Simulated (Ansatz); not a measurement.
# CH₆Al₂, SMILES [AlH2][CH2][AlH2]: energies of removing a hydrogen

Program: Ansatz 0.2.0 through its Python package.

Contents of `ch6al2.xyz`:
```text
9

Al   -0.75260    0.91180   -1.07640
C     0.77810    0.07240   -0.26460
Al    0.15210   -1.02960    1.26560
H    -1.91920    0.07880   -1.67330
H    -0.88380    2.54290   -1.16360
H     1.27790   -0.55720   -1.01610
H     1.52190    0.85060    0.09230
H     0.48450   -2.58920    1.27240
H    -0.57040   -0.32680    2.54660
```

Run as a notebook:

In [1]:
```python
import ansatz
```

In [2]:
```python
def energy_of(molecule, charge=0, unpaired=0):
    calc = molecule.calculation().basis(gaussian="def2-SVPD").functional("HF")
    if charge:
        calc = calc.charge(charge)
    if unpaired:
        calc = calc.spin("collinear", total=unpaired)
    return calc.run().report["free_energy_ev"]
```

In [3]:
```python
def without(molecule, index):
    rest = ansatz.Crystal.molecule()
    for i, site in enumerate(molecule.cartesian_sites):
        if i != index:
            rest = rest.atom(site.symbol, site.position_ang)
    return rest
```

In [4]:
```python
system = ansatz.Crystal.molecule_from_extxyz("ch6al2.xyz")
```

In [5]:
```python
whole = energy_of(system, 0)
hydrogen = energy_of(ansatz.Crystal.molecule().atom("H", (0, 0, 0)), 0, 1)
print(f"E(molecule) = {whole:.5f} eV, E(H) = {hydrogen:.5f} eV")
for index in [8, 6]:
    radical = energy_of(without(system, index), 0, 1)
    print(f"H{index}: homolysis {96.485332 * (radical + hydrogen - whole):.1f} kJ/mol")
```
```text
E(molecule) = -14285.75823 eV, E(H) = -13.58606 eV
H8: homolysis 285.9 kJ/mol
H6: homolysis 362.5 kJ/mol
```

What to keep in mind:
- Total energies depend on the basis set; only differences at equal settings carry meaning.
- The geometry is a force-field or estimated start, not a minimum of this method, and the basis set is short of its limit. All parts are taken at fixed geometry, without zero-point energy.
- Hartree-Fock leaves correlation out, so bond, atomisation and ionisation energies come out well too low.
- The whole script took 14 s on 1 thread of AMD EPYC 7571, on a shared host, peak memory 0.29 GiB.
